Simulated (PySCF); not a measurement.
# C2H7AsOSi: the cost of one run

The runs use PySCF 2.14.0, with density-fitted response routines of our own; the level of theory stands in each step. All values are computed, except where a source is named. Atoms count from 0, in the outputs and in this text.

### Step 1. Starting geometry

12 atoms, charge 0, multiplicity 1; geometry from: GFN2-xTB. The atoms were then displaced at random by about 0.01 Å, so the start is not that level's minimum.

Bonds of the start (Å): C0–C1 1.47, C1–O2 1.20, C1–Si3 1.96, Si3–As4 2.28, C0–H5 1.13, C0–H6 1.08, C0–H7 1.07, Si3–H8 1.45, Si3–H9 1.48, As4–H10 1.49, As4–H11 1.49.

### Step 2. Relaxing the molecule at PBE0-D3(BJ)/def2-SVP

The job: settings as JSON, then the geometry in Å.

```
{"job": {"xc": "PBE0", "basis": "def2-SVP", "d3": "d3bj", "grid": 1, "shake": 0.01, "kind": "geom"}, "charge": 0, "multiplicity": 1}
C     -2.032400    -0.431600     0.050220
C     -0.647960    -0.261270     0.526530
O     -0.296620    -0.670150     1.601780
Si     0.721500     0.621630    -0.564930
As     2.457190     0.355090     0.891350
H     -2.460040     0.586770    -0.167150
H     -2.037640    -0.966460    -0.887200
H     -2.661400    -0.908570     0.773470
H      0.657150    -0.017160    -1.868020
H      0.221280     1.997440    -0.772800
H      3.483270     0.739590    -0.117730
H      2.635350    -1.073590     0.525450
```

Run with:

```sh
$ OMP_NUM_THREADS=1 python probes_run.py task.json out
```

One launch serves the whole session: the jobs run in the order shown.

**Question.** How long does this first job take on 1 thread of Arm Neoverse V2, shared host, and how much memory does it need?

About 42 s, with a peak of 0.53 GiB.
